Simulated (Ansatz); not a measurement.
**TiRh: a tetragonal deformation path**

An exercise on one series of results from a longer session: the logs are not shown, and one member is left open.

Method: DFT PBEsol, scalar-relativistic, plane waves, PAW, in Ansatz 0.2.0.

### Starting point

The structure is tetragonal, space group P4/mmm (No. 123). The conventional cell has a = 2.988 Å, b = 2.988 Å, c = 3.350 Å, α = 90.00°, β = 90.00°, γ = 90.00°. Ti (site symmetry 4/mmm) is surrounded by 8 Rh at 2.70 Å and 4 Ti at 2.99 Å. Rh (site symmetry 4/mmm) is surrounded by 8 Ti at 2.70 Å and 4 Rh at 2.99 Å.

Coordinates:

```
Ti Rh
1.0
     2.98800    0.00000    0.00000
     0.00000    2.98800    0.00000
     0.00000    0.00000    3.35000
Ti Rh
1 1
Direct
  0.50000 0.50000 0.50000
  0.00000 0.00000 0.00000
```

No relaxation comes first: the listed cell is the starting point.

### Zero of energy

The reference gives a free energy of -8814.1243 eV, pressure -6.69 GPa, largest force 0.000 eV/Å and gap on the mesh none (metal). It was computed beforehand with the settings of the runs below.

Set-up of the first run:

At fixed volume and fractional coordinates, lengths along (0.000, 0.000, 1.000) are scaled against those across it; ρ is that ratio over its starting value.

The input, input.yaml:

```yaml
crystal:
  lattice:
    - [3.1543335696, 0.0, 0.0]
    - [0.0, 3.1543335696, 0.0]
    - [0.0, 0.0, 3.0060123292]
  atoms:
    - { symbol: Ti, position: [0.5, 0.5, 0.5] }
    - { symbol: Rh, position: [0.0, 0.0, 0.0] }
basis:
  ecutwfc: 420
kpoints:
  mp_grid: { grid: [18, 18, 16] }
hamiltonian:
  xc: pbesol
scf:
  occupations: { method: gaussian, width: 0.15 }
output:
  forces: true
  stress: true
  eigenvalues: true
```

On the command line:

```console
ansatz run input.yaml --threads 1 --pin off --max-ram 2560MiB --backend cpu --events-out ev --progress --plain --runs-dir out
```

Among the steps run: Point ρ = 0.850; At ρ = 1.200; Point ρ = 0.920; Point ρ = 1.100; Point ρ = 0.960; ρ = 1.050; At ρ = 0.800; At ρ = 1.300.

One table of the session follows, with a row left open; its other results are not shown here.

It belongs to the step «The scan collected». The scan, with free energies counted from the undisturbed cell:

| ρ | ΔE (meV/atom) | pressure (GPa) |
| --- | --- | --- |
| 0.800 | 17.6 | -6.1 |
| 0.850 | 12.9 | -6.3 |
| 0.920 | ? | ? |
| 0.960 | 7.1 | -6.5 |
| 1.000 | 0.0 | -6.7 |
| 1.050 | -1.2 | -6.9 |
| 1.100 | 13.0 | -7.0 |
| 1.200 | 82.2 | -6.9 |
| 1.300 | 184.4 | -6.6 |

**Question.** Estimate the row for ρ = 0.920.

Worked estimate for «ΔE (meV/atom)». A straight line through the neighbours (0.850, 12.9) and (0.960, 7.1) gives 12.9 + (7.1 − 12.9) × (0.920 − 0.850) / (0.960 − 0.850) = 9.2; a parabola fitted to 4 rows on both sides gives 9.2.

As computed: ΔE (meV/atom): 15.0; pressure (GPa): -6.2. In «ΔE (meV/atom)» the line misses by -5.8 and the parabola by -5.8. Between these rows the values bend or scatter more than so simple an estimate can follow.
